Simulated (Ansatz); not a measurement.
# CH4F2Ge: molecular dynamics

Aim: follow the molecule's vibrations and see whether its bonds hold. The start is relaxed first. Runs: 300 steps of 0.5 fs at constant energy, with velocities drawn for 50 K. SMILES of the start: [CH3][GeH]([F])[F].

All numbers below are computed with Ansatz 0.2.0 (RKS B3LYP-D4/def2-SVP).

### Step 1. The starting structure

Bond lengths: Ge1–H2 1.550 Å, Ge1–F3 1.680 Å, Ge1–F4 1.679 Å, Ge1–C5 1.959 Å, C5–H6 1.110 Å, C5–H7 1.110 Å, C5–H8 1.110 Å. Angles: H2–Ge1–F3 109.4°, H2–Ge1–F4 109.5°, H2–Ge1–C5 109.5°, F3–Ge1–F4 109.5°, F3–Ge1–C5 109.5°, F4–Ge1–C5 109.5°, Ge1–C5–H6 109.5°, Ge1–C5–H7 109.5°, Ge1–C5–H8 109.5°, H6–C5–H7 109.4°, H6–C5–H8 109.4°, H7–C5–H8 109.4°.

As a file:

```xyz
8

Ge    0.0000    0.0000    0.0000
H     0.0000    0.0000    1.5500
F     1.5842    0.0000   -0.5594
F    -0.7913    1.3709   -0.5594
C    -0.9232   -1.5994   -0.6527
H    -1.4228   -2.1111    0.1962
H    -1.6833   -1.3066   -1.4068
H    -0.1873   -2.2880   -1.1178
```

### Step 2. Relaxing the start

input.yaml

```yaml
crystal:
  periodic: [false, false, false]
  atoms:
    - { symbol: Ge, position_ang: [0.0, 0.0, 0.0] }
    - { symbol: H, position_ang: [0.0, 0.0, 1.55] }
    - { symbol: F, position_ang: [1.5842, 0.0, -0.5594] }
    - { symbol: F, position_ang: [-0.7913, 1.3709, -0.5594] }
    - { symbol: C, position_ang: [-0.9232, -1.5994, -0.6527] }
    - { symbol: H, position_ang: [-1.4228, -2.1111, 0.1962] }
    - { symbol: H, position_ang: [-1.6833, -1.3066, -1.4068] }
    - { symbol: H, position_ang: [-0.1873, -2.288, -1.1178] }
basis:
  gaussian: { orbitals: def2-SVP }
hamiltonian:
  xc: b3lyp
  dispersion: d4
relax:
  f_tol: 0.02
  max_steps: 40
```

On the command line:

```
> ansatz run input.yaml --threads 2 --pin off --max-ram 3072MiB --backend cpu --events-out ev --progress --plain --runs-dir out
```

Log, shortened:

```text
Warning: RAYON_NUM_THREADS=2 ignored (pool sized by the plan → 2); use --threads N
[...]
Functional definition: B3LYP
[...]
994 factors; integrals over basis functions are off by at most 3.4e-4 eV
[...]
mean field -63045.27401582 eV, -2316.8710864597 hartree, gradient 4.0e-5 eV, S^2 0.000000; 0 other end points of the search recorded, 0 dependent functions left out
[...]
reference -63045.27423521 eV, -2316.8710945223 hartree; 30, 30 occupied and 64, 64 virtual orbitals, 994 factors
relax step   1: F+E_penalty+E_count = -63045.47476302 eV  Δ(F+E_penalty+E_count) = +0.000e0 eV  max|allowed force component| = 2.583e0 eV/Å  Δτ_max = 0.0000 Å  (25 SCF iters, accepted)
[...]
relax step   3: F+E_penalty+E_count = -63045.67239273 eV  Δ(F+E_penalty+E_count) = -4.173e-2 eV  max|allowed force component| = 1.368e-1 eV/Å  Δτ_max = 0.0518 Å  (25 SCF iters, accepted)
[...]
relax step   5: F+E_penalty+E_count = -63045.67350275 eV  Δ(F+E_penalty+E_count) = -2.291e-4 eV  max|allowed force component| = 1.983e-2 eV/Å  Δτ_max = 0.0091 Å  (22 SCF iters, accepted)
[...]
relax step   7: F+E_penalty+E_count = -63045.65669508 eV  Δ(F+E_penalty+E_count) = +1.733e-2 eV  max|allowed force component| = 5.634e-1 eV/Å  Δτ_max = 0.1967 Å  (27 SCF iters, rejected (line search))
[...]
relax step   9: F+E_penalty+E_count = -63045.67704854 eV  Δ(F+E_penalty+E_count) = -1.229e-3 eV  max|allowed force component| = 6.843e-2 eV/Å  Δτ_max = 0.0569 Å  (25 SCF iters, accepted)
[...]
relax step  10: F+E_penalty+E_count = -63045.67773989 eV  Δ(F+E_penalty+E_count) = -6.914e-4 eV  max|allowed force component| = 1.497e-1 eV/Å  Δτ_max = 0.0640 Å  (25 SCF iters, accepted)
[...]
relax step  11: F+E_penalty+E_count = -63045.67974433 eV  Δ(F+E_penalty+E_count) = -2.004e-3 eV  max|allowed force component| = 1.028e-1 eV/Å  Δτ_max = 0.0329 Å  (24 SCF iters, accepted)
[...]
994 factors; integrals over basis functions are off by at most 3.4e-4 eV
```

### Step 3. The log goes on: start relaxed

Output, continued, shortened:

```text
mean field -63045.48336190 eV, -2316.8787797865 hartree, gradient 8.2e-5 eV, S^2 0.000000; 0 other end points of the search recorded, 0 dependent functions left out
[...]
reference -63045.48358141 eV, -2316.8787878532 hartree; 30, 30 occupied and 64, 64 virtual orbitals, 994 factors
relax step  12: F+E_penalty+E_count = -63045.68250870 eV  Δ(F+E_penalty+E_count) = -2.764e-3 eV  max|allowed force component| = 8.528e-2 eV/Å  Δτ_max = 0.0942 Å  (26 SCF iters, accepted)
[...]
relax step  18: F+E_penalty+E_count = -63045.68403909 eV  Δ(F+E_penalty+E_count) = +1.225e-3 eV  max|allowed force component| = 8.510e-2 eV/Å  Δτ_max = 0.0450 Å  (25 SCF iters, rejected (line search))
[...]
relax step  19: F+E_penalty+E_count = -63045.68579642 eV  Δ(F+E_penalty+E_count) = -5.326e-4 eV  max|allowed force component| = 4.339e-3 eV/Å  Δτ_max = 0.0224 Å  (28 SCF iters, accepted)
[...]
reference -63045.48675985 eV, -2316.8789046588 hartree; 30, 30 occupied and 64, 64 virtual orbitals, 994 factors
Total energy: -63045.68601619 eV, -2316.8862271941 hartree
Atom 0 at    -0.022025    -0.069231     0.066234 Å, force     0.002348     0.001473     0.002972 eV/Å
Atom 1 at     0.333792    -0.018840     1.559078 Å, force     0.001393    -0.000385     0.000382 eV/Å
Atom 2 at     1.454084     0.180915    -0.822755 Å, force    -0.002870     0.001467    -0.002673 eV/Å
Atom 3 at    -0.978558     1.343213    -0.283034 Å, force     0.000040    -0.004071     0.002505 eV/Å
Atom 4 at    -0.923246    -1.621213    -0.659479 Å, force    -0.000819    -0.002372    -0.003307 eV/Å
Atom 5 at    -1.792569    -1.882425    -0.038088 Å, force    -0.000069     0.004339    -0.002589 eV/Å
Atom 6 at    -1.264201    -1.391189    -1.679307 Å, force     0.002825    -0.003341    -0.001607 eV/Å
Atom 7 at    -0.230977    -2.475430    -0.692549 Å, force    -0.002848     0.002889     0.004318 eV/Å
Dipole moment:    -0.222863    -0.571391     0.228379 e Å
```

Run time: 1.8 min. Hardware: 2 threads of AMD EPYC (Zen 3), shared host; peak memory 0.21 GiB.

Step by step:

```tsv
step	energy from step 1 (eV)	largest force component (eV/Å)
1	0.0000	2.5829
2	-0.1559	0.9950
3	-0.1976	0.1368
4	-0.1985	0.0337
5	-0.1987	0.0198
6	-0.1993	0.0393
7x	-0.1819	0.5634
8	-0.2011	0.0089
9	-0.2023	0.0684
10	-0.2030	0.1497
11	-0.2050	0.1028
12	-0.2077	0.0853
13x	-0.2073	0.2242
14x	-0.2071	0.1216
15	-0.2091	0.0173
16	-0.2105	0.0404
17x	-0.2090	0.2371
18x	-0.2093	0.0851
19	-0.2110	0.0043
```

Step 1 is the start. 5 steps were tried and not accepted (marked x).

After: Bond lengths: Ge1–H2 1.535 Å, Ge1–F3 1.741 Å, Ge1–F4 1.741 Å, Ge1–C5 1.936 Å, C5–H6 1.100 Å, C5–H7 1.100 Å, C5–H8 1.100 Å. Angles: H2–Ge1–F3 107.2°, H2–Ge1–F4 107.2°, H2–Ge1–C5 119.9°, F3–Ge1–F4 104.3°, F3–Ge1–C5 108.6°, F4–Ge1–C5 108.6°, Ge1–C5–H6 110.3°, Ge1–C5–H7 108.9°, Ge1–C5–H8 109.9°, H6–C5–H7 109.2°, H6–C5–H8 109.3°, H7–C5–H8 109.3°.

### Step 4. The run

300 steps of 0.5 fs at constant energy, with velocities drawn for 50 K, from the relaxed start.

input.yaml

```yaml
crystal:
  periodic: [false, false, false]
  atoms:
    - { symbol: Ge, position_ang: [-0.022025, -0.069231, 0.066234] }
    - { symbol: H, position_ang: [0.333792, -0.01884, 1.559078] }
    - { symbol: F, position_ang: [1.454084, 0.180915, -0.822755] }
    - { symbol: F, position_ang: [-0.978558, 1.343213, -0.283034] }
    - { symbol: C, position_ang: [-0.923246, -1.621213, -0.659479] }
    - { symbol: H, position_ang: [-1.792569, -1.882425, -0.038088] }
    - { symbol: H, position_ang: [-1.264201, -1.391189, -1.679307] }
    - { symbol: H, position_ang: [-0.230977, -2.47543, -0.692549] }
basis:
  gaussian: { orbitals: def2-SVP }
hamiltonian:
  xc: b3lyp
  dispersion: d4
md:
  timestep: 0.5
  n_steps: 300
  ensemble: nve
  temperature: 50.0
  initial_velocities: maxwell_boltzmann
  seed: 76653
```

On the command line:

```
> ansatz run input.yaml --threads 2 --pin off --max-ram 3072MiB --backend cpu --events-out ev --progress --plain --runs-dir out
```

Log, shortened:

```text
Warning: RAYON_NUM_THREADS=2 ignored (pool sized by the plan → 2); use --threads N
[...]
[... 1 set-up line as earlier in the session ...]
[...]
995 factors; integrals over basis functions are off by at most 3.2e-4 eV
[...]
mean field -63045.48654758 eV, -2316.8788968580 hartree, gradient 4.5e-5 eV, S^2 0.000000; 0 other end points of the search recorded, 0 dependent functions left out
[...]
reference -63045.48676630 eV, -2316.8789048957 hartree; 30, 30 occupied and 64, 64 virtual orbitals, 995 factors
md step     0: t =     0.00 fs  T =    50.0 K  F+E_penalty+E_count = -63045.68580391 eV  E_kin = 0.038778 eV  conserved = -63045.64702591 eV  (25 SCF iters)
[...]
md step    20: t =    10.00 fs  T =    23.6 K  F+E_penalty+E_count = -63045.66527479 eV  E_kin = 0.018291 eV  conserved = -63045.64698380 eV  (22 SCF iters)
[...]
md step    40: t =    20.00 fs  T =    31.2 K  F+E_penalty+E_count = -63045.67119038 eV  E_kin = 0.024233 eV  conserved = -63045.64695738 eV  (23 SCF iters)
[...]
md step    60: t =    30.00 fs  T =    12.2 K  F+E_penalty+E_count = -63045.65635361 eV  E_kin = 0.009449 eV  conserved = -63045.64690412 eV  (20 SCF iters)
[...]
md step    79: t =    39.50 fs  T =    15.9 K  F+E_penalty+E_count = -63045.65923202 eV  E_kin = 0.012355 eV  conserved = -63045.64687732 eV  (20 SCF iters)
md step    80: t =    40.00 fs  T =    16.5 K  F+E_penalty+E_count = -63045.65969636 eV  E_kin = 0.012814 eV  conserved = -63045.64688232 eV  (20 SCF iters)
```

### Step 5. The log goes on: dynamics from the start

The log, continued, shortened:

```text
md step    81: t =    40.50 fs  T =    18.3 K  F+E_penalty+E_count = -63045.66106245 eV  E_kin = 0.014155 eV  conserved = -63045.64690770 eV  (20 SCF iters)
[...]
md step   107: t =    53.50 fs  T =    20.6 K  F+E_penalty+E_count = -63045.66293680 eV  E_kin = 0.015973 eV  conserved = -63045.64696416 eV  (24 SCF iters)
[...]
md step   133: t =    66.50 fs  T =    24.8 K  F+E_penalty+E_count = -63045.66613248 eV  E_kin = 0.019241 eV  conserved = -63045.64689132 eV  (20 SCF iters)
[...]
md step   159: t =    79.50 fs  T =    30.9 K  F+E_penalty+E_count = -63045.67093337 eV  E_kin = 0.023944 eV  conserved = -63045.64698968 eV  (23 SCF iters)
[...]
md step   183: t =    91.50 fs  T =    27.3 K  F+E_penalty+E_count = -63045.66808261 eV  E_kin = 0.021173 eV  conserved = -63045.64690929 eV  (22 SCF iters)
md step   184: t =    92.00 fs  T =    27.5 K  F+E_penalty+E_count = -63045.66821948 eV  E_kin = 0.021325 eV  conserved = -63045.64689492 eV  (23 SCF iters)
```

### Step 6. The log goes on: dynamics from the start

Output, continued, shortened:

```text
md step   185: t =    92.50 fs  T =    28.6 K  F+E_penalty+E_count = -63045.66904406 eV  E_kin = 0.022144 eV  conserved = -63045.64690005 eV  (23 SCF iters)
[...]
md step   206: t =   103.00 fs  T =    16.4 K  F+E_penalty+E_count = -63045.65963144 eV  E_kin = 0.012754 eV  conserved = -63045.64687769 eV  (20 SCF iters)
[...]
md step   227: t =   113.50 fs  T =    24.1 K  F+E_penalty+E_count = -63045.66557163 eV  E_kin = 0.018691 eV  conserved = -63045.64688096 eV  (23 SCF iters)
[...]
md step   248: t =   124.00 fs  T =    17.4 K  F+E_penalty+E_count = -63045.66038040 eV  E_kin = 0.013509 eV  conserved = -63045.64687119 eV  (20 SCF iters)
[...]
md step   299: t =   149.50 fs  T =    14.7 K  F+E_penalty+E_count = -63045.65829749 eV  E_kin = 0.011408 eV  conserved = -63045.64688943 eV  (20 SCF iters)
[...]
md step   300: t =   150.00 fs  T =    14.2 K  F+E_penalty+E_count = -63045.65787525 eV  E_kin = 0.011001 eV  conserved = -63045.64687381 eV  (27 SCF iters)
Total energy: -63045.65809439 eV, -2316.8852010869 hartree
Atom 0 at    -0.024865    -0.065790     0.062894 Å, force    -0.182304     0.360635    -0.074148 eV/Å
Atom 1 at     0.381137    -0.019925     1.552898 Å, force    -0.144512    -0.016069    -0.135808 eV/Å
Atom 2 at     1.452362     0.152843    -0.830318 Å, force     0.013650     0.117192    -0.061722 eV/Å
Atom 3 at    -0.992908     1.376724    -0.256982 Å, force     0.385235    -0.598618     0.091885 eV/Å
Atom 4 at    -0.893484    -1.640457    -0.670873 Å, force     0.344956    -0.302844     0.479208 eV/Å
Atom 5 at    -1.815589    -1.833298    -0.118755 Å, force    -0.287234    -0.038417     0.138222 eV/Å
Atom 6 at    -1.138832    -1.513210    -1.725762 Å, force     0.059359     0.093924    -0.290618 eV/Å
Atom 7 at    -0.227786    -2.522561    -0.531326 Å, force    -0.189151     0.384197    -0.147020 eV/Å
Dipole moment:    -0.225384    -0.581720     0.226845 e Å
```

Run time: 24 min. Hardware: 2 threads of AMD EPYC (Zen 3), shared host; peak memory 0.21 GiB.

### Step 7. What the atoms did

One step in 12; energies are changes from step 0:

```tsv
time (fs)	T (K)	potential energy change (meV/atom)	total energy change (meV/atom)
0.0	50	0.0	0.00
6.0	29	2.1	0.01
12.0	20	2.9	0.01
18.0	23	2.7	0.02
24.0	30	2.0	0.02
30.0	12	3.7	0.02
36.0	18	3.1	0.01
42.0	25	2.5	0.00
48.0	28	2.2	0.00
54.0	19	3.0	0.01
60.0	24	2.6	0.02
66.0	23	2.6	0.02
72.0	30	2.0	0.01
78.0	29	2.1	0.01
84.0	29	2.0	0.00
90.0	28	2.1	0.01
96.0	29	2.0	0.01
102.0	18	3.1	0.02
108.0	15	3.4	0.02
114.0	27	2.2	0.01
120.0	32	1.8	0.01
126.0	23	2.7	0.01
132.0	28	2.1	0.00
138.0	41	0.9	0.01
144.0	26	2.4	0.01
150.0	14	3.5	0.02
```

time (fs), T (K) and a bar:
```
      0.0         50 ##############################
      6.5         26 ##########
     13.0         18 ###
     19.5         28 ###########
     26.0         29 #############
     32.5         14 
     39.0         17 ##
     45.5         25 #########
     52.0         21 #####
     58.5         28 ############
     65.0         23 ########
     71.5         29 #############
     78.5         30 ##############
     85.0         26 ##########
     91.5         27 ###########
     98.0         21 ######
    104.5         22 ######
    111.0         22 ######
    117.5         36 ##################
    124.0         17 ###
    130.5         24 ########
    137.0         41 ######################
    143.5         30 #############
    150.0         14
```

Maxima of the velocity power spectrum (cm⁻¹, relative height; resolution about 440 cm⁻¹): 780 (100), 1450 (31), 3170 (37).

### Step 8. Positions and forces

Extended XYZ, with forces in eV/Å:

```xyz
8
time_fs=19.0 T=25 dE=0.0197
Ge   -0.017   -0.070    0.056   -0.261    0.349   -0.033
H     0.335   -0.043    1.541    0.030    0.043    0.170
F     1.475    0.175   -0.803   -0.024    0.052   -0.091
F    -1.008    1.341   -0.276    0.303   -0.271    0.047
C    -0.938   -1.607   -0.643   -0.512    0.184   -0.286
H    -1.780   -1.866    0.025    0.141   -0.002   -0.137
H    -1.325   -1.398   -1.658   -0.016    0.100    0.210
H    -0.258   -2.447   -0.733    0.338   -0.455    0.120
8
time_fs=37.5 T=21 dE=0.0225
Ge   -0.017   -0.062    0.053    0.329   -0.676    0.120
H     0.332    0.017    1.544    0.012   -0.069    0.059
F     1.488    0.178   -0.798   -0.195    0.029   -0.038
F    -1.001    1.313   -0.268   -0.271    0.541   -0.232
C    -0.957   -1.621   -0.648   -0.054    0.305   -0.040
H    -1.779   -1.859    0.048    0.072   -0.060   -0.119
H    -1.377   -1.377   -1.640    0.029    0.015    0.161
H    -0.287   -2.481   -0.755    0.078   -0.084    0.088
8
time_fs=56.0 T=19 dE=0.0239
Ge   -0.012   -0.073    0.058   -0.526    0.442    0.264
H     0.339   -0.055    1.562   -0.021    0.071   -0.137
F     1.475    0.186   -0.802    0.013    0.021   -0.109
F    -1.012    1.341   -0.287    0.455   -0.456    0.129
C    -0.956   -1.605   -0.645    0.579   -0.372   -0.004
H    -1.774   -1.893    0.022   -0.136    0.013    0.153
H    -1.368   -1.337   -1.622   -0.032   -0.060   -0.223
H    -0.249   -2.463   -0.735   -0.333    0.341   -0.074
8
time_fs=75.0 T=28 dE=0.0169
Ge   -0.021   -0.071    0.068    0.461   -0.180    0.105
H     0.341    0.002    1.565   -0.041   -0.057   -0.107
F     1.456    0.196   -0.820   -0.063   -0.053    0.049
F    -0.971    1.322   -0.295   -0.294    0.406   -0.074
C    -0.935   -1.605   -0.662    0.144   -0.416    0.300
H    -1.762   -1.881    0.002   -0.165    0.002    0.140
H    -1.361   -1.345   -1.635    0.055    0.008   -0.278
H    -0.264   -2.484   -0.732   -0.097    0.291   -0.137
8
time_fs=94.0 T=34 dE=0.0123
Ge   -0.020   -0.074    0.078   -0.360    0.051   -0.238
H     0.322   -0.025    1.567    0.063    0.031    0.094
F     1.434    0.198   -0.835    0.122   -0.084    0.022
F    -0.960    1.348   -0.306    0.023   -0.149    0.124
C    -0.929   -1.626   -0.667   -0.138    0.261   -0.075
H    -1.803   -1.941   -0.070    0.133    0.128    0.004
H    -1.268   -1.349   -1.679    0.011   -0.057    0.074
H    -0.227   -2.461   -0.745    0.146   -0.181   -0.005
8
time_fs=112.5 T=21 dE=0.0225
Ge   -0.027   -0.075    0.079    0.066    0.392   -0.559
H     0.360   -0.019    1.554   -0.032   -0.003    0.167
F     1.429    0.186   -0.843    0.088   -0.032    0.061
F    -0.956    1.361   -0.299    0.041   -0.268    0.178
C    -0.900   -1.624   -0.675   -0.518    0.319   -0.017
H    -1.778   -1.865   -0.045    0.151   -0.115   -0.266
H    -1.216   -1.412   -1.715   -0.002    0.052    0.316
H    -0.202   -2.459   -0.701    0.206   -0.346    0.119
8
time_fs=131.0 T=26 dE=0.0183
Ge   -0.030   -0.065    0.068    0.290   -0.475    0.271
H     0.295   -0.016    1.570    0.086    0.003   -0.039
F     1.437    0.169   -0.840    0.026    0.006    0.059
F    -0.954    1.347   -0.270   -0.372    0.480   -0.164
C    -0.896   -1.631   -0.659    0.376   -0.139   -0.311
H    -1.813   -1.903   -0.126   -0.085   -0.013    0.097
H    -1.124   -1.417   -1.712   -0.145    0.017   -0.054
H    -0.179   -2.475   -0.652   -0.176    0.122    0.140
8
time_fs=150.0 T=14 dE=0.0279
Ge   -0.025   -0.066    0.063   -0.182    0.361   -0.074
H     0.381   -0.020    1.553   -0.144   -0.016   -0.136
F     1.452    0.153   -0.830    0.014    0.117   -0.062
F    -0.993    1.377   -0.257    0.385   -0.599    0.092
C    -0.893   -1.641   -0.671    0.345   -0.303    0.479
H    -1.816   -1.833   -0.119   -0.287   -0.038    0.138
H    -1.139   -1.513   -1.726    0.059    0.094   -0.291
H    -0.228   -2.523   -0.531   -0.189    0.384   -0.147
```

### Step 9. Summary of results

```
                          quantity                       value
           relaxation of the start    13 moves, 0.211 eV lower
                            length         300 steps of 0.5 fs
  temperature, first and last step                 50 and 14 K
          temperature, second half  mean 26 K, from 14 to 42 K
     potential energy, second half  +2 meV/atom from the start
largest change of the total energy               0.02 meV/atom
            bonds formed or broken                           0
```

What this shows: The temperature starts at 50 K and averages 26 K in the second half, where it ranges from 14 to 42 K. About half is expected from a start at a minimum: kinetic energy passes into potential energy until both shares match. The total energy strays from its start by at most 0.02 meV/atom, 0.8 % of the mean kinetic energy, so a step of 0.5 fs is short enough over this time. No bond forms or breaks. Averages from a run of 150 fs with 8 atoms are rough. The nuclei move classically, without zero-point motion, which matters most for hydrogen.
